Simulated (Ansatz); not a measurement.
# C₆H₁₄Mg: one species, many methods

How much do the methods differ for C₆H₁₄Mg? The plan is to run it at one geometry with functionals of several rungs and with coupled cluster, and see how far each lands from CCSD(T) at the basis-set limit for the atomisation energy.

Program: Ansatz 0.2.0, Gaussian basis. Level of theory: functionals in def2-TZVPP, the program's frozen cores in correlated methods. These are calculated values, not measurements.

Plan: LDA (SPW92), PBE-D4, revPBE-D4, BLYP-D4, r2SCAN-D4, B97M-V, PBE0-D4, B3LYP-D4, r2SCANh-D4, r2SCAN0-D4, HSE06-D4, BHLYP-D4, CAM-B3LYP-D4, LC-ωPBE, ωB97X-V, ωB97M-V, B2PLYP, PBE-QIDH; CCSD(T)/def2-SVP; CCSD(T)/def2-TZVPP; MP2/def2-QZVPP; extrapolation to the limit; RPA on PBE.

## (1) The geometry

All runs share one geometry, relaxed beforehand with PBE0-D4 in a triple-zeta def2 set.

SMILES `C[CH](C)[Mg][CH](C)C`, 21 atoms, charge 0, spin multiplicity 1.

Atoms are counted from 1 here; the program's logs count them from 0.

Bond lengths: C1–C2 1.528 Å, C1–H8 1.096 Å, C1–H9 1.095 Å, C1–H10 1.101 Å, C2–C3 1.528 Å, C2–Mg4 2.121 Å, C2–H11 1.100 Å, C3–H12 1.101 Å, C3–H13 1.096 Å, C3–H14 1.095 Å, Mg4–C5 2.121 Å, C5–C6 1.528 Å, C5–C7 1.528 Å, C5–H15 1.100 Å, C6–H16 1.101 Å, C6–H17 1.096 Å, C6–H18 1.095 Å, C7–H19 1.095 Å and more. Angles: C2–C1–H8 112.0°, C2–C1–H9 112.7°, C2–C1–H10 111.8°, H8–C1–H9 107.0°, H8–C1–H10 106.2°, H9–C1–H10 106.8°, C1–C2–C3 110.3°, C1–C2–Mg4 112.7°, C1–C2–H11 107.4°, C3–C2–Mg4 112.7°, C3–C2–H11 107.4°, Mg4–C2–H11 105.9°, C2–C3–H12 111.8°, C2–C3–H13 112.0°, C2–C3–H14 112.7°, H12–C3–H13 106.2°, H12–C3–H14 106.8°, H13–C3–H14 107.0° and more.

## (2) LDA

This LDA is Slater exchange with PW92 correlation.

File in.yaml:

```yaml
crystal:
  periodic: [false, false, false]
  atoms:
    - {symbol: C, position_ang: [2.070951, -2.075940, -0.541385]}
    - {symbol: C, position_ang: [1.492286, -0.887155, -1.306393]}
    - {symbol: C, position_ang: [0.734181, -1.370621, -2.541277]}
    - {symbol: Mg, position_ang: [0.326322, 0.389329, -0.077424]}
    - {symbol: C, position_ang: [-0.867430, 1.633891, 1.157596]}
    - {symbol: C, position_ang: [-2.267536, 1.859582, 0.590059]}
    - {symbol: C, position_ang: [-0.954620, 1.128280, 2.596367]}
    - {symbol: H, position_ang: [1.285775, -2.725196, -0.136621]}
    - {symbol: H, position_ang: [2.699297, -1.770510, 0.301606]}
    - {symbol: H, position_ang: [2.692876, -2.713900, -1.187985]}
    - {symbol: H, position_ang: [2.338326, -0.278235, -1.657160]}
    - {symbol: H, position_ang: [1.361160, -2.011120, -3.180435]}
    - {symbol: H, position_ang: [-0.143575, -1.971097, -2.275123]}
    - {symbol: H, position_ang: [0.379414, -0.546551, -3.168808]}
    - {symbol: H, position_ang: [-0.360980, 2.609868, 1.181898]}
    - {symbol: H, position_ang: [-2.864772, 2.527137, 1.230022]}
    - {symbol: H, position_ang: [-2.834383, 0.924485, 0.511691]}
    - {symbol: H, position_ang: [-2.251436, 2.308285, -0.408518]}
    - {symbol: H, position_ang: [0.026942, 1.038997, 3.073126]}
    - {symbol: H, position_ang: [-1.430720, 0.142625, 2.656945]}
    - {symbol: H, position_ang: [-1.556579, 1.798644, 3.228918]}
basis:
  gaussian: {orbitals: def2-TZVPP}
hamiltonian: {xc: lda}
output: {orbitals: {seedname: orbitals}}
```

Started as:

```console
ansatz run in.yaml --threads 2 --pin off --events-out ev --progress --plain --max-ram 31744MiB --backend cuda --devices 0, --max-vram 18GiB
```

The runs that follow: PBE-D4 (GGA); revPBE-D4 (GGA); BLYP-D4 (GGA); r2SCAN-D4 (meta-GGA); B97M-V (meta-GGA); PBE0-D4 (hybrid); B3LYP-D4 (hybrid); r2SCANh-D4 (hybrid); r2SCAN0-D4 (hybrid); HSE06-D4 (hybrid); BHLYP-D4 (hybrid); CAM-B3LYP-D4 (range-separated); LC-ωPBE (range-separated); ωB97X-V (range-separated); ωB97M-V (range-separated); B2PLYP (double hybrid); PBE-QIDH (double hybrid); CCSD(T) in def2-SVP; CCSD(T) in def2-TZVPP; MP2 in def2-QZVPP; RPA on PBE orbitals.

Q: Predict the results of all the runs planned. Wanted: atomisation energy, CCSD(T)/CBS; farthest beyond LDA; mean size of error, GGA; mean size of error, meta-GGA; mean size of error, hybrid; mean size of error, range-separated; mean size of error, double hybrid; gap, smallest and largest; T1 diagnostic.

**Answer**, as computed:

```
                               quantity                                                                                                          value
        atomisation energy, CCSD(T)/CBS                                                                                                      81.195 eV
    functionals within 0.406 eV (0.5 %)  r2SCAN-D4, B97M-V, PBE0-D4, B3LYP-D4, r2SCANh-D4, HSE06-D4, CAM-B3LYP-D4, LC-ωPBE, ωB97X-V, ωB97M-V, PBE-QIDH
                    farthest beyond LDA                                                                                           BHLYP-D4 (-1.821 eV)
                mean size of error, GGA                                                                                                       0.749 eV
           mean size of error, meta-GGA                                                                                                       0.073 eV
             mean size of error, hybrid                                                                                                       0.562 eV
    mean size of error, range-separated                                                                                                       0.126 eV
      mean size of error, double hybrid                                                                                                       0.579 eV
              gap, smallest and largest                                                                       3.18 eV (LDA (SPW92)), 9.24 eV (LC-ωPBE)
                          T1 diagnostic                                                                                                         0.0093
triples share of the correlation energy                                                                                                          3.5 %
```

**Reading.** LDA overbinds by 10.322 eV (13 %). PBE-D4 is off by +1.181 eV. Double hybrids carry the basis error of their MP2 part in triple zeta, and no dispersion term here, so their miss is partly the set-up's. The rungs meta-GGA, range-separated miss on average by less than the doubt on the reference (0.406 eV), so they tie. The reference freezes the cores and leaves out relativity and excitations past (T), so misses under about 0.406 eV can't be ranked. Hartree-Fock recovers 75 % of the binding; the rest is correlation. CCSD(T) in def2-SVP is off by -3.245 eV, so the small basis spoils what the method gains. The gap grows from 3.2 to 9.2 eV across the functionals, mostly with the share of exact exchange. Correlated methods include outer-core shells of Mg, which these sets cover unevenly.
